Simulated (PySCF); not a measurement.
# CeH18O9 (Ce(H2O)94+): the cost of one run

Program: PySCF 2.14.0. Level of theory: B3LYP, Ce lcecp-2-SVP with ECP46, O def2-SVP, H def2-SVP; scalar-relativistic core potentials, no spin–orbit coupling. These are calculated values, not measurements.

1 further run of the same task is left out (for a known fault of the program).

**1. Where the work starts**

28 atoms, charge 4, spin multiplicity 1.

Bond lengths: Ce1–O2 2.467 Å, Ce1–O5 2.468 Å, Ce1–O8 2.468 Å, Ce1–O11 2.467 Å, Ce1–O14 2.468 Å, Ce1–O17 2.468 Å, Ce1–O20 2.468 Å, Ce1–O23 2.467 Å, Ce1–O26 2.467 Å, O2–H3 0.970 Å, O2–H4 0.970 Å, O5–H6 0.970 Å, O5–H7 0.970 Å, O8–H9 0.970 Å, O8–H10 0.970 Å, O11–H12 0.970 Å, O11–H13 0.970 Å, O14–H15 0.970 Å and more. Angles: O2–Ce1–O5 75.0°, O2–Ce1–O8 75.0°, O2–Ce1–O11 90.6°, O2–Ce1–O14 138.8°, O2–Ce1–O17 138.8°, O2–Ce1–O20 69.4°, O2–Ce1–O23 134.7°, O2–Ce1–O26 69.4°, O5–Ce1–O8 75.0°, O5–Ce1–O11 138.8°, O5–Ce1–O14 90.6°, O5–Ce1–O17 138.8°, O5–Ce1–O20 69.4°, O5–Ce1–O23 69.4°, O5–Ce1–O26 134.7°, O8–Ce1–O11 138.8°, O8–Ce1–O14 138.8°, O8–Ce1–O17 90.6° and more.

Coordinates:

```
Ce    0.00000    0.00000    0.00000
O     1.73530    0.00000    1.75420
H     1.60290    0.00000    2.71510
H     2.69770    0.00000    1.63210
O    -0.86770    1.50290    1.75420
H    -0.80140    1.38810    2.71510
H    -1.34880    2.33630    1.63210
O    -0.86770   -1.50290    1.75420
H    -0.80140   -1.38810    2.71510
H    -1.34880   -2.33630    1.63210
O     1.73530    0.00000   -1.75420
H     2.69770    0.00000   -1.63210
H     1.60290    0.00000   -2.71510
O    -0.86770    1.50290   -1.75420
H    -1.34880    2.33630   -1.63210
H    -0.80140    1.38810   -2.71510
O    -0.86770   -1.50290   -1.75420
H    -1.34880   -2.33630   -1.63210
H    -0.80140   -1.38810   -2.71510
O     1.23380    2.13690    0.00000
H     1.52880    2.64790    0.77000
H     1.52880    2.64790   -0.77000
O    -2.46750    0.00000    0.00000
H    -3.05750    0.00000    0.77000
H    -3.05750    0.00000   -0.77000
O     1.23370   -2.13690    0.00000
H     1.52870   -2.64790    0.77000
H     1.52870   -2.64790   -0.77000
```

Formal oxidation states: Ce +4. The 4f shell is empty and lies in the core potential.

**2. SCF at the start, singlet**

run.py (the lines that set the calculation)

```python
mol = gto.M(atom='''
Ce     0.00000     0.00000     0.00000
O      1.73530     0.00000     1.75420
H      1.60290     0.00000     2.71510
H      2.69770     0.00000     1.63210
O     -0.86770     1.50290     1.75420
H     -0.80140     1.38810     2.71510
H     -1.34880     2.33630     1.63210
O     -0.86770    -1.50290     1.75420
H     -0.80140    -1.38810     2.71510
H     -1.34880    -2.33630     1.63210
O      1.73530     0.00000    -1.75420
H      2.69770     0.00000    -1.63210
H      1.60290     0.00000    -2.71510
O     -0.86770     1.50290    -1.75420
H     -1.34880     2.33630    -1.63210
H     -0.80140     1.38810    -2.71510
O     -0.86770    -1.50290    -1.75420
H     -1.34880    -2.33630    -1.63210
H     -0.80140    -1.38810    -2.71510
O      1.23380     2.13690     0.00000
H      1.52880     2.64790     0.77000
H      1.52880     2.64790    -0.77000
O     -2.46750     0.00000     0.00000
H     -3.05750     0.00000     0.77000
H     -3.05750     0.00000    -0.77000
O      1.23370    -2.13690     0.00000
H      1.52870    -2.64790     0.77000
H      1.52870    -2.64790    -0.77000''',
    basis={'Ce': 'lcecp-2-SVP', 'O': 'def2-SVP', 'H': 'def2-SVP'},
    ecp={'Ce': 'lcecp-2-SVP'},
    charge=4, spin=0)
mf = dft.RKS(mol, xc='B3LYP')
mf.grids.atom_grid = (50, 194)  # f atoms: unpruned, at least (60, 302)
mf = mf.density_fit()  # fitting sets: Ce AutoAux, O def2-universal-JKFIT, H def2-universal-JKFIT
mf.conv_tol = 1e-08; mf.max_cycle = 55
mf.kernel(dm0)  # dm0: free metal ions and neutral atoms
```

Command:

```sh
$ OMP_NUM_THREADS=4 python run.py
```

What time and memory should one allow on 4 threads of Intel Xeon 6975P-C (Granite Rapids), shared host?

About 15 s, with a peak of 2.4 GiB.
